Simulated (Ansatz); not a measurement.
# ClCu: the cost of one run

Computed with Ansatz 0.2.0 (the levels named in each step, unless a step's input says otherwise).

## 1. The system as given

Bond lengths: Cl1–Cu2 2.052 Å.

Coordinates:

```xyz
2

Cl    0.0000    0.0000    0.0000
Cu    0.0000    0.0000    2.0517
```

## 2. A rough first relaxation, PBE-D4/def2-SVP

input.yaml reads:

```yaml
crystal:
  periodic: [false, false, false]
  atoms:
    - { symbol: Cl, position_ang: [0.0, 0.0, 0.0] }
    - { symbol: Cu, position_ang: [0.0, 0.0, 2.05166] }
basis:
  gaussian: { orbitals: def2-SVP }
hamiltonian:
  xc: pbe
  dispersion: d4
relax:
  f_tol: 0.03
  max_steps: 200
```

Launch:

```
> ansatz run input.yaml --threads 2 --pin off --max-ram 5120MiB --backend cpu --events-out ev --progress --plain --runs-dir out
```

**Question.** How long does this run take on 2 threads of Arm Neoverse V1, shared host, and how much memory does it need?

About 2.3 s, with a peak of 0.1 GiB.
